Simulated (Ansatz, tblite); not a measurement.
**GeEt2(OAc)2 (C₈H₁₆GeO₄): one state, many levels**

The task here is to estimate one member of a computed series from the others.

Method: as each input shows; program: Ansatz 0.2.0, Gaussian basis.

Levels to be run: GFN1-xTB, GFN2-xTB, PBE-D4/def2-TZVP, r2SCAN-D4/def2-TZVP, PBE-QIDH/def2-TZVP, ωB97X-V/def2-TZVP, r2SCAN0-D4/def2-TZVP, PBE-D4/def2-SVP, PBE0-D4/def2-SVP, HF/6-31G, B3LYP-D4/6-31G, CCSD(T)/def2-SVP, MP2/def2-TZVP, RPA/def2-TZVP.

### The relaxed structure

The singlet was relaxed beforehand with PBE-D4/def2-SVP.

29 atoms, charge 0, spin multiplicity 1.

Bond lengths: Ge1–C2 1.960 Å, Ge1–C9 1.956 Å, Ge1–O16 1.863 Å, Ge1–O23 1.858 Å, C2–C3 1.532 Å, C2–H4 1.111 Å, C2–H5 1.112 Å, C3–H6 1.109 Å, C3–H7 1.107 Å, C3–H8 1.108 Å, C9–C10 1.533 Å, C9–H11 1.108 Å, C9–H12 1.110 Å, C10–H13 1.110 Å, C10–H14 1.108 Å, C10–H15 1.110 Å, O16–C17 1.343 Å, C17–C18 1.510 Å and more. Angles: C2–Ge1–C9 118.7°, C2–Ge1–O16 110.6°, C2–Ge1–O23 103.5°, C9–Ge1–O16 101.4°, C9–Ge1–O23 110.2°, O16–Ge1–O23 112.8°, Ge1–C2–C3 114.9°, Ge1–C2–H4 105.9°, Ge1–C2–H5 106.0°, C3–C2–H4 111.7°, C3–C2–H5 111.6°, H4–C2–H5 106.2°, C2–C3–H6 110.9°, C2–C3–H7 111.0°, C2–C3–H8 111.1°, H6–C3–H7 108.7°, H6–C3–H8 108.0°, H7–C3–H8 106.9° and more.

PBE0-D4/def2-TZVP was run before; its log isn't repeated, and its numbers join the tables.

The first run:

Tight binding, by tblite at 300 K electronic temperature and without a spin-polarisation term:

```python
tblite.interface.Calculator('GFN1-xTB', numbers, positions, charge=0, uhf=0).singlepoint()
```

Tight binding, by tblite at 300 K electronic temperature and without a spin-polarisation term:

```python
tblite.interface.Calculator('GFN2-xTB', numbers, positions, charge=0, uhf=0).singlepoint()
```

start.molden holds the orbitals of an earlier run on this state, given as this run's starting guess.

The input, in.yaml:

```yaml
crystal:
  periodic: [false, false, false]
  atoms:
    - {symbol: Ge, position_ang: [0.680926, -0.067840, 0.240337]}
    - {symbol: C, position_ang: [0.756471, -0.332045, 2.181182]}
    - {symbol: C, position_ang: [-0.400449, -1.146885, 2.767151]}
    - {symbol: H, position_ang: [0.807327, 0.685320, 2.624153]}
    - {symbol: H, position_ang: [1.739140, -0.809570, 2.387300]}
    - {symbol: H, position_ang: [-0.300347, -1.241369, 3.868061]}
    - {symbol: H, position_ang: [-1.374892, -0.674930, 2.537886]}
    - {symbol: H, position_ang: [-0.428588, -2.167045, 2.336724]}
    - {symbol: C, position_ang: [2.346940, 0.261582, -0.729151]}
    - {symbol: C, position_ang: [3.042684, 1.554662, -0.290208]}
    - {symbol: H, position_ang: [2.062428, 0.289384, -1.800108]}
    - {symbol: H, position_ang: [2.996736, -0.627072, -0.583630]}
    - {symbol: H, position_ang: [3.970764, 1.729082, -0.872872]}
    - {symbol: H, position_ang: [2.385067, 2.434353, -0.439909]}
    - {symbol: H, position_ang: [3.330692, 1.532381, 0.781663]}
    - {symbol: O, position_ang: [-0.295291, 1.463914, -0.173755]}
    - {symbol: C, position_ang: [-1.628928, 1.395496, -0.031843]}
    - {symbol: C, position_ang: [-2.330373, 2.601519, -0.610357]}
    - {symbol: O, position_ang: [-2.198529, 0.440925, 0.480828]}
    - {symbol: H, position_ang: [-3.386602, 2.617204, -0.290123]}
    - {symbol: H, position_ang: [-2.282391, 2.532542, -1.716507]}
    - {symbol: H, position_ang: [-1.815005, 3.536442, -0.318478]}
    - {symbol: O, position_ang: [-0.125505, -1.622967, -0.378191]}
    - {symbol: C, position_ang: [-0.645038, -1.579037, -1.619471]}
    - {symbol: C, position_ang: [-1.442003, -2.818874, -1.948574]}
    - {symbol: O, position_ang: [-0.504679, -0.621421, -2.367006]}
    - {symbol: H, position_ang: [-1.673264, -2.846591, -3.027550]}
    - {symbol: H, position_ang: [-2.388185, -2.787487, -1.370390]}
    - {symbol: H, position_ang: [-0.899099, -3.731653, -1.637162]}
basis:
  gaussian: {orbitals: def2-TZVP, fitting: {mean_field: def2-universal-jkfit}, initial_orbitals: start.molden}
hamiltonian: {xc: pbe, dispersion: d4}
scf: {omitted_lower_state_checks: [starts]}
output: {orbitals: {seedname: orbitals}}
```

The run is started by

```
> ansatz run in.yaml --threads 2 --pin off --events-out ev --progress --plain --max-ram 32768MiB --backend cuda --devices 0, --max-vram 18GiB
```

Steps of the session up to this table: PBE-D4/def2-TZVP; r2SCAN-D4/def2-TZVP; PBE-QIDH/def2-TZVP; ωB97X-V/def2-TZVP; r2SCAN0-D4/def2-TZVP; PBE-D4/def2-SVP; PBE0-D4/def2-SVP; HF/6-31G; B3LYP-D4/6-31G; CCSD(T)/def2-SVP; MP2/def2-TZVP; RPA/def2-TZVP.

One of the session's tables, all rows but one given; the rest of the session is left out.

It belongs to the step «Binding energy». 

| method | binding an atom (eV) |
| --- | --- |
| HF/6-31G | 2.892 |
| HF/def2-SVP | 3.170 |
| HF/def2-TZVP | 3.111 |
| PBE-D4/def2-SVP | 4.478 |
| PBE-D4/def2-TZVP | ? |
| r2SCAN-D4/def2-TZVP | 4.329 |
| B3LYP-D4/6-31G | 4.186 |
| PBE0-D4/def2-SVP | 4.381 |
| PBE0-D4/def2-TZVP | 4.330 |
| r2SCAN0-D4/def2-TZVP | 4.250 |
| ωB97X-V/def2-TZVP | 4.320 |
| MP2/def2-SVP | 4.198 |
| MP2/def2-TZVP | 4.259 |
| CCSD/def2-SVP | 4.079 |
| CCSD(T)/def2-SVP | 4.131 |

Estimate the missing values for PBE-D4/def2-TZVP.

As computed: binding an atom (eV): 4.427. In the column «binding an atom (eV)» it lies between PBE0-D4/def2-SVP (4.381) and PBE-D4/def2-SVP (4.478).

To keep in mind: Free atoms were run apart at each level; binding is atoms less cluster, divided by the number of atoms, without zero-point or spin-orbit terms.
